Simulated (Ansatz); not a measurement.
# BiRh (rocksalt type): the cost of one run

Method: DFT, PBEsol, PAW with Ansatz's default frozen-core files, scalar-relativistic, in Ansatz 0.2.0.

1 further run of the same task is left out (it didn't finish). Runs told in other sessions of the task aren't counted.

**1. Starting point**

The structure is cubic, space group Fm-3m (No. 225). The conventional cell has a = 5.646 Å, b = 5.646 Å, c = 5.646 Å, α = 90.00°, β = 90.00°, γ = 90.00°. Rh (site symmetry m-3m) is surrounded by 6 Bi at 2.82 Å. Bi (site symmetry m-3m) is surrounded by 6 Rh at 2.82 Å.

As a file:

```
Rh Bi
1.0
     0.00000    2.82287    2.82287
     2.82287    0.00000    2.82287
     2.82287    2.82287    0.00000
Rh Bi
1 1
Direct
  0.00000 0.00000 0.00000
  0.50000 0.50000 0.50000
```

Whether this phase is the stable one at these pressures isn't tested.

Atoms are numbered in the order of the input: Rh1, Bi2.

**2. Cell relaxed at zero pressure, PAW**

Input file input.yaml:

```yaml
crystal:
  lattice:
    - [0.0, 2.8228695979, 2.8228695979]
    - [2.8228695979, 0.0, 2.8228695979]
    - [2.8228695979, 2.8228695979, 0.0]
  atoms:
    - { symbol: Rh, position: [0.0, 0.0, 0.0] }
    - { symbol: Bi, position: [0.5, 0.5, 0.5] }
kpoints:
  mp_grid: { grid: [12, 12, 12] }
scf:
  occupations: { method: fermi_dirac, width: 0.08 }
hamiltonian:
  xc: pbesol
  pseudopotentials: { kind: paw }
output:
  forces: true
  stress: true
  write_density: true
  write_potential: true
  elf: true
  volumetric_format: npy
relax:
  f_tol: 0.005
  max_steps: 40
  cell: {}
```

Command:

```
> ansatz run input.yaml --threads 1 --pin off --max-ram 2048MiB --backend cpu --events-out ev --progress --plain --runs-dir out
```

What time and memory should one allow on 1 thread of Arm Neoverse V1, shared host?

About 24 s, with a peak of 0.38 GiB.
